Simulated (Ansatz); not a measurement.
# C6H9ClFNTi: a ladder of functionals and wavefunction methods

An exercise on one series of results from a longer session: the logs are not shown, and one member is left open.

Computed with Ansatz 0.2.0, Gaussian basis. Level: functionals in def2-TZVPP, the program's frozen cores in correlated methods.

Levels to be run: LDA (SPW92), PBE-D4, revPBE-D4, BLYP-D4, r2SCAN-D4, B97M-V, PBE0-D4, B3LYP-D4, r2SCANh-D4, r2SCAN0-D4, HSE06-D4, BHLYP-D4, CAM-B3LYP-D4, LC-ωPBE, ωB97X-V, ωB97M-V, B2PLYP, PBE-QIDH; CCSD(T)/def2-SVP; CCSD(T)/def2-TZVPP; MP2/def2-QZVPP; extrapolation to the limit.

**The relaxed structure**

All runs share one geometry, relaxed beforehand with PBE0-D4 in a triple-zeta def2 set.

SMILES `[CH3][Ti]1234([NH2])([Cl])[C@@H]5[C@H]1[C@H]2[C@@]3(F)[C@@H]54`, 19 atoms, charge 0, spin multiplicity 1.

Atoms are counted from 1 here; the program's logs count them from 0.

Bond lengths: C1–Ti2 2.087 Å, C1–H11 1.097 Å, C1–H12 1.091 Å, C1–H13 1.094 Å, Ti2–N3 1.871 Å, Ti2–Cl4 2.238 Å, Ti2–C5 2.320 Å, Ti2–C6 2.341 Å, Ti2–C7 2.400 Å, Ti2–C8 2.415 Å, Ti2–C10 2.360 Å, N3–H14 1.014 Å, N3–H15 1.009 Å, C5–C6 1.409 Å, C5–C10 1.415 Å, C5–H16 1.079 Å, C6–C7 1.413 Å, C6–H17 1.078 Å and more. Angles: Ti2–C1–H11 104.0°, Ti2–C1–H12 114.9°, Ti2–C1–H13 111.0°, H11–C1–H12 108.8°, H11–C1–H13 108.4°, H12–C1–H13 109.5°, C1–Ti2–N3 102.9°, C1–Ti2–Cl4 101.1°, C1–Ti2–C5 109.9°, C1–Ti2–C6 82.6°, C1–Ti2–C7 91.2°, C1–Ti2–C8 124.5°, C1–Ti2–C10 140.9°, N3–Ti2–Cl4 108.6°, N3–Ti2–C5 135.3°, N3–Ti2–C6 127.2°, N3–Ti2–C7 92.6°, N3–Ti2–C8 79.8° and more.

Set-up of the first run:

Input file in.yaml:

```yaml
crystal:
  periodic: [false, false, false]
  atoms:
    - {symbol: C, position_ang: [0.524015, 1.468467, -1.597795]}
    - {symbol: Ti, position_ang: [-0.108947, -0.311280, -0.709524]}
    - {symbol: N, position_ang: [1.423973, -1.381956, -0.779506]}
    - {symbol: Cl, position_ang: [-1.570162, -1.056901, -2.231533]}
    - {symbol: C, position_ang: [-1.736598, 0.137300, 0.881433]}
    - {symbol: C, position_ang: [-0.750147, 1.134069, 1.016730]}
    - {symbol: C, position_ang: [0.438816, 0.522384, 1.473829]}
    - {symbol: C, position_ang: [0.151893, -0.838775, 1.632987]}
    - {symbol: F, position_ang: [1.022189, -1.747606, 2.056412]}
    - {symbol: C, position_ang: [-1.168442, -1.106565, 1.243533]}
    - {symbol: H, position_ang: [0.908347, 1.154035, -2.575782]}
    - {symbol: H, position_ang: [1.315698, 1.994003, -1.061183]}
    - {symbol: H, position_ang: [-0.318784, 2.146569, -1.760699]}
    - {symbol: H, position_ang: [1.733706, -1.690138, -1.694384]}
    - {symbol: H, position_ang: [1.991885, -1.804785, -0.060213]}
    - {symbol: H, position_ang: [-2.741445, 0.280849, 0.515282]}
    - {symbol: H, position_ang: [-0.870254, 2.182780, 0.797990]}
    - {symbol: H, position_ang: [1.394096, 0.993930, 1.643084]}
    - {symbol: H, position_ang: [-1.639859, -2.076401, 1.209357]}
basis:
  gaussian: {orbitals: def2-TZVPP}
hamiltonian: {xc: lda}
output: {orbitals: {seedname: orbitals}}
```

The run is started by

```
> ansatz run in.yaml --threads 4 --pin off --events-out ev --progress --plain --max-ram 41984MiB --backend cuda --devices 0, --max-vram 37GiB
```

Among the steps run: LDA; PBE-D4 (GGA); revPBE-D4 (GGA); BLYP-D4 (GGA); r2SCAN-D4 (meta-GGA); B97M-V (meta-GGA); B3LYP-D4 (hybrid); r2SCANh-D4 (hybrid); r2SCAN0-D4 (hybrid); HSE06-D4 (hybrid); BHLYP-D4 (hybrid); CAM-B3LYP-D4 (range-separated); LC-ωPBE (range-separated); ωB97X-V (range-separated); ωB97M-V (range-separated); B2PLYP (double hybrid); PBE-QIDH (double hybrid).

One of the session's tables, all rows but one given; the rest of the session is left out.

It belongs to the step «Orbital energies across the functionals». 

| functional | HOMO (eV) | LUMO (eV) | gap (eV) |
| --- | --- | --- | --- |
| LDA (SPW92) | -6.27 | -3.02 | 3.25 |
| PBE-D4 | -6.12 | -2.75 | 3.36 |
| revPBE-D4 | -6.05 | -2.66 | 3.40 |
| BLYP-D4 | -5.99 | -2.64 | 3.34 |
| r2SCAN-D4 | -6.42 | -2.64 | 3.78 |
| B97M-V | -6.49 | -2.62 | 3.87 |
| PBE0-D4 | ? | ? | ? |
| B3LYP-D4 | -7.25 | -1.97 | 5.28 |
| r2SCANh-D4 | -6.93 | -2.23 | 4.70 |
| r2SCAN0-D4 | -7.66 | -1.61 | 6.04 |
| HSE06-D4 | -7.08 | -2.08 | 5.01 |
| BHLYP-D4 | -8.47 | -0.48 | 7.99 |
| CAM-B3LYP-D4 | -8.78 | -0.60 | 8.18 |
| LC-ωPBE | -10.08 | 0.52 | 10.59 |
| ωB97X-V | -9.74 | 0.50 | 10.24 |
| ωB97M-V | -9.65 | 0.46 | 10.11 |

**Question.** Estimate the row for PBE0-D4.

**Answer.** HOMO (eV): -7.49; LUMO (eV): -1.70; gap (eV): 5.79. In the column «HOMO (eV)» it lies between r2SCAN0-D4 (-7.66) and B3LYP-D4 (-7.25).
